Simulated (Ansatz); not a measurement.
# C₂H₈OSi: basis-set convergence

Aim: see how fast density functionals converge with the basis set for C₂H₈OSi.

The runs use Ansatz 0.2.0, Gaussian basis; one geometry, several basis sets.

Plan: PBE0-D4/def2-SVP; ωB97M-V/def2-SVP; PBE0-D4/def2-QZVPP; ωB97M-V/def2-QZVPP; the functionals' def2-TZVPP values are taken from earlier runs.

### Step 1. The relaxed structure

The geometry comes from an earlier relaxation with PBE0-D4 in a triple-zeta def2 set; it is a stationary point, not always the lowest conformer.

12 atoms, charge 0, spin multiplicity 1.

Atoms are counted from 1 here; the program's logs count them from 0.

Bond lengths: C1–O2 1.406 Å, C1–H5 1.092 Å, C1–H6 1.097 Å, C1–H7 1.096 Å, O2–Si3 1.646 Å, Si3–C4 1.864 Å, Si3–H8 1.494 Å, Si3–H9 1.483 Å, C4–H10 1.093 Å, C4–H11 1.094 Å, C4–H12 1.093 Å. Angles: O2–C1–H5 108.4°, O2–C1–H6 111.7°, O2–C1–H7 111.6°, H5–C1–H6 108.3°, H5–C1–H7 108.2°, H6–C1–H7 108.4°, C1–O2–Si3 122.9°, O2–Si3–C4 112.5°, O2–Si3–H8 109.3°, O2–Si3–H9 105.4°, C4–Si3–H8 108.9°, C4–Si3–H9 110.9°, H8–Si3–H9 109.8°, Si3–C4–H10 111.6°, Si3–C4–H11 110.0°, Si3–C4–H12 111.1°, H10–C4–H11 107.6°, H10–C4–H12 108.3° and more.

Coordinates:

| atom | x (Å) | y (Å) | z (Å) |
| --- | --- | --- | --- |
| C1 | 0.0909 | 1.5995 | -1.0107 |
| O2 | 0.7153 | 0.3403 | -1.0463 |
| Si3 | 0.8131 | -0.6473 | 0.2669 |
| C4 | -0.8542 | -1.2770 | 0.8134 |
| H5 | 0.3065 | 2.1180 | -1.9468 |
| H6 | 0.4644 | 2.2144 | -0.1822 |
| H7 | -0.9972 | 1.5081 | -0.9115 |
| H8 | 1.4431 | 0.0964 | 1.3985 |
| H9 | 1.6917 | -1.7679 | -0.1488 |
| H10 | -1.5088 | -0.4600 | 1.1272 |
| H11 | -0.7373 | -1.9538 | 1.6647 |
| H12 | -1.3505 | -1.8257 | 0.0095 |

### Step 2. PBE0-D4 in def2-SVP

Contents of in.yaml:

```yaml
crystal:
  periodic: [false, false, false]
  atoms:
    - {symbol: C, position_ang: [0.090913, 1.599502, -1.010710]}
    - {symbol: O, position_ang: [0.715314, 0.340310, -1.046324]}
    - {symbol: Si, position_ang: [0.813079, -0.647301, 0.266875]}
    - {symbol: C, position_ang: [-0.854178, -1.277028, 0.813411]}
    - {symbol: H, position_ang: [0.306486, 2.118040, -1.946783]}
    - {symbol: H, position_ang: [0.464358, 2.214361, -0.182192]}
    - {symbol: H, position_ang: [-0.997171, 1.508076, -0.911535]}
    - {symbol: H, position_ang: [1.443101, 0.096371, 1.398528]}
    - {symbol: H, position_ang: [1.691660, -1.767902, -0.148769]}
    - {symbol: H, position_ang: [-1.508818, -0.460020, 1.127203]}
    - {symbol: H, position_ang: [-0.737347, -1.953775, 1.664729]}
    - {symbol: H, position_ang: [-1.350495, -1.825736, 0.009468]}
basis:
  gaussian: {orbitals: def2-SVP}
hamiltonian: {xc: pbe0, dispersion: d4}
output: {orbitals: {seedname: orbitals}}
```

On the command line:

```
$ ansatz run in.yaml --threads 4 --pin off --events-out ev --progress --plain --max-ram 10444MiB
```

Log:

```text
Functional definition: PBE0
  name "PBE0"
  cite "Adamo & Barone, J. Chem. Phys. 110, 6158 (1999) doi:10.1063/1.478522"
  cite "Perdew, Burke & Ernzerhof, Phys. Rev. Lett. 77, 3865 (1996) doi:10.1103/PhysRevLett.77.3865"
  parent pbe
  parameter a = 0.25
  parameter kappa = 0.804
  parameter beta = 0.06672455060314922
  exchange = (1 - a)*pbe_x(kappa = kappa, mu = beta*pi^2/3) + a*exact_x
  correlation = pbe_c(beta = beta)
1119 factors; their error is unknown
mean field evaluation 1: about -12109.4386 eV, gradient 5.5e1 eV
mean field evaluation 2: about -12106.0868 eV, gradient 6.8e1 eV
mean field evaluation 4: about -12116.0153 eV, gradient 2.7e0 eV
mean field evaluation 8: about -12116.0267 eV, gradient 5.5e-2 eV
mean field -12116.07339133 eV, -445.2574845620 hartree, gradient 8.8e-5 eV, S^2 0.000000; 0 other end points of the search recorded, 0 dependent functions left out
reference -12116.07341902 eV, -445.2574855796 hartree; 21, 21 occupied and 79, 79 virtual orbitals, 1119 factors
Total energy: -12116.24764141 eV, -445.2638881340 hartree
```

It took 0.8 s on 4 threads of Arm Neoverse V2, shared host.

### Step 3. ωB97M-V in def2-SVP

Edit in.yaml of step 2 so:

```diff
@@ -17,3 +17,3 @@
   gaussian: {orbitals: def2-SVP}
-hamiltonian: {xc: pbe0, dispersion: d4}
+hamiltonian: {xc: {name: wB97M-V}}
 output: {orbitals: {seedname: orbitals}}
```

The command is unchanged.

Log, cut to the lines that bear on the results:

```text
Functional definition: wB97M-V
  name "wB97M-V"
  cite "Mardirossian & Head-Gordon, J. Chem. Phys. 144, 214110 (2016) doi:10.1063/1.4952647"
  cite "Becke, J. Chem. Phys. 107, 8554 (1997) doi:10.1063/1.475007"
  cite "Vydrov & Van Voorhis, J. Chem. Phys. 133, 244103 (2010) doi:10.1063/1.3521275"
  # Of w^i u^j: cxij and so on, Table III.
[...]
  gx(w, u) = 1 - cx + cx01*u + cx10*w
  gss(w, u) = css00 + css04*u^4 + css10*w + css20*w^2 + css43*w^4*u^3
  gos(w, u) = cos00 + cos10*w + (cos20 + cos21*u)*w^2 + (cos60 + cos61*u)*w^6
[...]
      + integral(e_c_pw_mod_opposite_spin*gos(b97_w_opposite, b97_u_opposite)) + vv10(b, c)
1119 factors; their error is unknown
313 factors; integrals over basis functions are off by at most 8.2e-6 eV
[...]
mean field -12121.41618518 eV, -445.4538286144 hartree, gradient 6.7e-5 eV, S^2 0.000000; 0 other end points of the search recorded, 0 dependent functions left out
reference -12121.41622828 eV, -445.4538301983 hartree; 21, 21 occupied and 79, 79 virtual orbitals, 1119 factors
Total energy: -12121.41622828 eV, -445.4538301983 hartree
```

Wall time 3.1 s (4 threads of Arm Neoverse V2, shared host).

### Step 4. PBE0-D4 in def2-QZVPP

Edit in.yaml of step 3 so:

```diff
@@ -16,4 +16,4 @@
 basis:
-  gaussian: {orbitals: def2-SVP}
-hamiltonian: {xc: {name: wB97M-V}}
+  gaussian: {orbitals: "def2-QZVPP.json"}
+hamiltonian: {xc: pbe0, dispersion: d4}
 output: {orbitals: {seedname: orbitals}}
```

The command is unchanged.

Log:

```text
Functional definition: PBE0
  name "PBE0"
  cite "Adamo & Barone, J. Chem. Phys. 110, 6158 (1999) doi:10.1063/1.478522"
  cite "Perdew, Burke & Ernzerhof, Phys. Rev. Lett. 77, 3865 (1996) doi:10.1103/PhysRevLett.77.3865"
  parent pbe
  parameter a = 0.25
  parameter kappa = 0.804
  parameter beta = 0.06672455060314922
  exchange = (1 - a)*pbe_x(kappa = kappa, mu = beta*pi^2/3) + a*exact_x
  correlation = pbe_c(beta = beta)
1413 factors; their error is unknown
mean field evaluation 1: about -12114.8102 eV, gradient 6.9e1 eV
mean field evaluation 2: about -12108.2179 eV, gradient 8.8e1 eV
mean field evaluation 4: about -12124.4062 eV, gradient 4.7e0 eV
mean field evaluation 8: about -12124.4449 eV, gradient 3.0e-2 eV
mean field evaluation 16: about -12124.4486 eV, gradient 1.4e-5 eV
mean field -12124.44855015 eV, -445.5652659718 hartree, gradient 1.4e-5 eV, S^2 0.000000; 0 other end points of the search recorded, 0 dependent functions left out
reference -12124.44859309 eV, -445.5652675496 hartree; 21, 21 occupied and 460, 460 virtual orbitals, 1413 factors
Total energy: -12124.62281547 eV, -445.5716701041 hartree
```

It took 6.5 s on 4 threads of Arm Neoverse V2, shared host; peak memory 1.5 GiB.

### Step 5. ωB97M-V in def2-QZVPP

Edit in.yaml of step 4 so:

```diff
@@ -17,3 +17,3 @@
   gaussian: {orbitals: "def2-QZVPP.json"}
-hamiltonian: {xc: pbe0, dispersion: d4}
+hamiltonian: {xc: {name: wB97M-V}}
 output: {orbitals: {seedname: orbitals}}
```

The command is unchanged.

Log, cut to the lines that bear on the results:

```text
Functional definition: wB97M-V
  name "wB97M-V"
  cite "Mardirossian & Head-Gordon, J. Chem. Phys. 144, 214110 (2016) doi:10.1063/1.4952647"
  cite "Becke, J. Chem. Phys. 107, 8554 (1997) doi:10.1063/1.475007"
  cite "Vydrov & Van Voorhis, J. Chem. Phys. 133, 244103 (2010) doi:10.1063/1.3521275"
  # Of w^i u^j: cxij and so on, Table III.
[...]
  gx(w, u) = 1 - cx + cx01*u + cx10*w
  gss(w, u) = css00 + css04*u^4 + css10*w + css20*w^2 + css43*w^4*u^3
  gos(w, u) = cos00 + cos10*w + (cos20 + cos21*u)*w^2 + (cos60 + cos61*u)*w^6
[...]
      + integral(e_c_pw_mod_opposite_spin*gos(b97_w_opposite, b97_u_opposite)) + vv10(b, c)
1393 factors; their error is unknown
391 factors; integrals over basis functions are off by at most 8.0e-6 eV
[...]
mean field -12130.01896371 eV, -445.7699748940 hartree, gradient 2.6e-5 eV, S^2 0.000000; 0 other end points of the search recorded, 0 dependent functions left out
reference -12130.01903198 eV, -445.7699774030 hartree; 21, 21 occupied and 460, 460 virtual orbitals, 1393 factors
Total energy: -12130.01903198 eV, -445.7699774030 hartree
```

It took 15 s on 4 threads of Arm Neoverse V2, shared host; peak memory 1.9 GiB.

### Step 6. Functionals by basis

The def2-TZVPP values come from earlier runs at the same geometry.

| functional | basis | functions | energy (eV) | from the largest (eV) | HOMO (eV) | LUMO (eV) |
| --- | --- | --- | --- | --- | --- | --- |
| PBE0-D4 | def2-SVP | 100 | -12116.2476 | 8.375 | -7.82 | 1.42 |
| PBE0-D4 | def2-TZVPP | 247 | -12124.0923 | 0.530 | -7.95 | 0.87 |
| PBE0-D4 | def2-QZVPP | 481 | -12124.6228 | 0.000 | -7.98 | 0.57 |
| ωB97M-V | def2-SVP | 100 | -12121.4162 | 8.603 | -10.16 | 3.21 |
| ωB97M-V | def2-TZVPP | 247 | -12129.5159 | 0.503 | -10.31 | 2.46 |
| ωB97M-V | def2-QZVPP | 481 | -12130.0190 | 0.000 | -10.33 | 1.72 |

### Step 7. Outcome

| quantity | value |
| --- | --- |
| PBE0-D4: double and triple zeta above quadruple | 8.38, 0.53 eV |
| ωB97M-V: double and triple zeta above quadruple | 8.60, 0.50 eV |

In words: For PBE0-D4 the step from double to triple zeta gains 7.84 eV and the next only 0.53 eV. These are total energies; as a rule much of such shifts cancels in differences, which this series doesn't test. The LUMO of ωB97M-V is positive and keeps falling with the basis (3.21 to 1.72 eV): an unbound level that the basis holds in place.

For PBE0-D4 the largest set took about 8 times as long as the smallest (6.5 s against 0.8 s).
